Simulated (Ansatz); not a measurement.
# CH₄INOSi: up Jacob's ladder to CCSD(T)

The task here is to estimate one member of a computed series from the others.

Method: functionals in def2-TZVPP, the program's frozen cores in correlated methods; program: Ansatz 0.2.0, Gaussian basis.

The runs, in order: LDA (SPW92), PBE-D4, revPBE-D4, BLYP-D4, r2SCAN-D4, B97M-V, PBE0-D4, B3LYP-D4, r2SCANh-D4, r2SCAN0-D4, HSE06-D4, BHLYP-D4, CAM-B3LYP-D4, LC-ωPBE, ωB97X-V, ωB97M-V, B2PLYP, PBE-QIDH; CCSD(T)/def2-SVP; CCSD(T)/def2-TZVPP; MP2/def2-QZVPP; extrapolation to the limit; RPA on PBE.

**The geometry**

The geometry comes from an earlier relaxation with PBE0-D4 in a triple-zeta def2 set; it is a stationary point, not always the lowest conformer. I takes the def2 core potential; no spin-orbit term is included.

SMILES `N[Si]1(I)CO1`, 9 atoms, charge 0, spin multiplicity 1.

Atoms are counted from 1 here; the program's logs count them from 0.

Bond lengths: N1–Si2 1.681 Å, N1–H6 1.006 Å, N1–H7 1.004 Å, Si2–I3 2.419 Å, Si2–C4 1.795 Å, Si2–O5 1.637 Å, C4–O5 1.511 Å, C4–H8 1.088 Å, C4–H9 1.088 Å. Angles: Si2–N1–H6 122.7°, Si2–N1–H7 122.9°, H6–N1–H7 114.3°, N1–Si2–I3 107.7°, N1–Si2–C4 128.3°, N1–Si2–O5 118.7°, I3–Si2–C4 120.3°, I3–Si2–O5 119.4°, C4–Si2–O5 52.0°, Si2–C4–O5 58.6°, Si2–C4–H8 122.8°, Si2–C4–H9 122.6°, O5–C4–H8 111.6°, O5–C4–H9 112.2°, H8–C4–H9 113.1°, Si2–O5–C4 69.4°.

Set-up of the first run:

in.yaml reads:

```yaml
crystal:
  periodic: [false, false, false]
  atoms:
    - {symbol: N, position_ang: [0.536097, 0.827564, -1.348184]}
    - {symbol: Si, position_ang: [0.093266, -0.343603, -0.226429]}
    - {symbol: I, position_ang: [1.122679, -2.428030, -0.896127]}
    - {symbol: C, position_ang: [-0.466751, -0.110227, 1.463236]}
    - {symbol: O, position_ang: [-1.443754, -0.350670, 0.335869]}
    - {symbol: H, position_ang: [0.109118, 1.737783, -1.381867]}
    - {symbol: H, position_ang: [1.217179, 0.663227, -2.067554]}
    - {symbol: H, position_ang: [-0.602692, 0.873101, 1.909469]}
    - {symbol: H, position_ang: [-0.476642, -0.915444, 2.194488]}
basis:
  gaussian: {orbitals: def2-TZVPP}
hamiltonian: {xc: lda}
output: {orbitals: {seedname: orbitals}}
```

Command:

```console
$ ansatz run in.yaml --threads 4 --pin off --events-out ev --progress --plain --max-ram 10444MiB
```

Among the steps run: LDA; PBE-D4 (GGA); revPBE-D4 (GGA); BLYP-D4 (GGA); r2SCAN-D4 (meta-GGA); B97M-V (meta-GGA); PBE0-D4 (hybrid); B3LYP-D4 (hybrid); r2SCANh-D4 (hybrid); r2SCAN0-D4 (hybrid); HSE06-D4 (hybrid); BHLYP-D4 (hybrid); CAM-B3LYP-D4 (range-separated); LC-ωPBE (range-separated); ωB97X-V (range-separated); ωB97M-V (range-separated); B2PLYP (double hybrid); PBE-QIDH (double hybrid).

One table of the session follows, with a row left open; its other results are not shown here.

It belongs to the step «Frontier levels by functional». 

```
  functional  HOMO (eV)  gap (eV)
 LDA (SPW92)      -6.13      4.58
      PBE-D4      -5.95      4.64
   revPBE-D4      -5.89      4.67
     BLYP-D4      -5.83      4.60
   r2SCAN-D4      -6.21      5.24
      B97M-V      -6.25      5.31
     PBE0-D4      -7.26      6.83
    B3LYP-D4          ?         ?
  r2SCANh-D4      -6.71      6.03
  r2SCAN0-D4      -7.44      7.21
    HSE06-D4      -6.86      6.06
    BHLYP-D4      -8.45      8.95
CAM-B3LYP-D4      -8.63      9.21
     LC-ωPBE      -9.95     11.74
     ωB97X-V      -9.60     11.26
     ωB97M-V      -9.48     10.89
```

Estimate the missing values for B3LYP-D4.

Worked estimate for «HOMO (eV)». Against the share of exact exchange, BLYP-D4 (0, -5.83), BHLYP-D4 (0.5, -8.45) give a slope of -5.24 per unit share; at 0.2 the line stands at -6.88.

**Answer.** HOMO (eV): -7.05; gap (eV): 6.36. In «HOMO (eV)» the line misses by +0.17.
